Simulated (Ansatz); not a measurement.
# CH3GaOS: small, medium and large basis sets

One table from this session's results is given with a row withheld; the runs are named, their logs left out.

Method: one geometry, several basis sets; program: Ansatz 0.2.0, Gaussian basis.

The runs, in order: PBE0-D4/def2-SVP; ωB97M-V/def2-SVP; PBE0-D4/def2-QZVPP; ωB97M-V/def2-QZVPP; the functionals' def2-TZVPP values are taken from earlier runs.

## The geometry

All runs share one geometry, relaxed beforehand with PBE0-D4 in a triple-zeta def2 set.

SMILES `O=[C](S)[GaH2]`, 7 atoms, charge 0, spin multiplicity 1.

Atoms are counted from 1 here; the program's logs count them from 0.

Bond lengths: O1–C2 1.198 Å, C2–S3 1.805 Å, C2–Ga4 2.036 Å, S3–H5 1.342 Å, Ga4–H6 1.561 Å, Ga4–H7 1.571 Å. Angles: O1–C2–S3 119.6°, O1–C2–Ga4 122.8°, S3–C2–Ga4 117.6°, C2–S3–H5 95.5°, C2–Ga4–H6 117.8°, C2–Ga4–H7 117.2°, H6–Ga4–H7 125.0°.

Set-up of the first run:

in.yaml

```yaml
crystal:
  periodic: [false, false, false]
  atoms:
    - {symbol: O, position_ang: [-0.090338, -1.431308, 1.551371]}
    - {symbol: C, position_ang: [0.259799, -0.684864, 0.681547]}
    - {symbol: S, position_ang: [2.006290, -0.594323, 0.234295]}
    - {symbol: Ga, position_ang: [-1.037392, 0.508812, -0.336770]}
    - {symbol: H, position_ang: [1.845031, 0.330769, -0.725079]}
    - {symbol: H, position_ang: [-2.548577, 0.436198, 0.047890]}
    - {symbol: H, position_ang: [-0.434813, 1.434716, -1.453254]}
basis:
  gaussian: {orbitals: def2-SVP}
hamiltonian: {xc: pbe0, dispersion: d4}
output: {orbitals: {seedname: orbitals}}
```

Among the steps run: PBE0-D4 in def2-SVP; ωB97M-V in def2-SVP; PBE0-D4 in def2-QZVPP; ωB97M-V in def2-QZVPP.

One table of the session follows, with a row left open; its other results are not shown here.

It belongs to the step «Density functionals: the series». 

| functional | basis | HOMO (eV) | LUMO (eV) |
| --- | --- | --- | --- |
| PBE0-D4 | def2-SVP | -6.75 | -2.58 |
| PBE0-D4 | def2-TZVPP | -6.86 | -2.65 |
| PBE0-D4 | def2-QZVPP | -6.89 | -2.68 |
| ωB97M-V | def2-SVP | -8.84 | -0.74 |
| ωB97M-V | def2-TZVPP | -8.99 | -0.84 |
| ωB97M-V | def2-QZVPP | ? | ? |

Estimate the missing values for ωB97M-V, def2-QZVPP.

As computed: HOMO (eV): -9.02; LUMO (eV): -0.91. In the column «HOMO (eV)» it is the lowest.
